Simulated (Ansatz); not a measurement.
# RbGdS2: the cost of one run

Method: DFT r²SCAN+U (U_eff = 2 eV on Gd f), plane waves, PAW, no spin–orbit coupling unless a run says so, in Ansatz 0.2.0.

## 1. The starting structure

Symmetry: R-3m, No. 166, trigonal system. The conventional cell has a = 4.142 Å, b = 4.142 Å, c = 22.553 Å, α = 90.00°, β = 90.00°, γ = 120.00°. Around Rb (site symmetry -3m) lie 6 S at 3.29 Å. Gd (site symmetry -3m) has 6 S at 2.82 Å in its first shell of neighbours. S (site symmetry 3m) is surrounded by 3 Gd at 2.82 Å and 3 Rb at 3.29 Å.

As a file:

```
CELL_PARAMETERS angstrom
2.07075 1.19555 7.51762
-2.07075 1.19555 7.51762
0.00000 -2.39110 7.51762
ATOMIC_POSITIONS crystal
Rb 0.50000 0.50000 0.50000
Gd 0.00000 0.00000 0.00000
S 0.26670 0.26670 0.26670
S 0.73330 0.73330 0.73330
```

Magnetic order typed: ferromagnetic.

## 2. From atoms, symmetry kept, no search

The input, input.yaml:

```yaml
crystal:
  lattice:
    - [2.07075202, 1.19554924, 7.51762003]
    - [-2.07075202, 1.19554924, 7.51762003]
    - [0.0, -2.39109847, 7.51762003]
  atoms:
    - { symbol: Rb, position: [0.5, 0.5, 0.5] }
    - { symbol: Gd, position: [0.0, 0.0, 0.0], spin: 7.0 }
    - { symbol: S, position: [0.2667, 0.2667, 0.2667] }
    - { symbol: S, position: [0.7333, 0.7333, 0.7333] }
basis:
  ecutwfc: 500
  ecutrho_ratio: 4
kpoints:
  mp_grid: { grid: [5, 5, 5] }
hamiltonian:
  xc: r2scan
  hubbard: { sites: [{ site: 1, l: f, u_eff: 2.0 }] }
scf:
  occupations: { method: gaussian, width: 0.05 }
  lower_state_search: "off"
  max_iter: 150
output:
  forces: true
  stress: true
  eigenvalues: true
  populations: true
  hubbard: { sites: [{ site: 1, l: f }] }
magnetization:
  spin_polarized: true
```

The run is started by

```sh
$ ansatz run input.yaml --threads 4 --pin off --max-ram 6144MiB --backend cpu --events-out ev --progress --plain --runs-dir out
```

What time and memory should one allow on 4 threads of Arm Neoverse V2, shared host?

About 13 s, with a peak of 0.83 GiB.
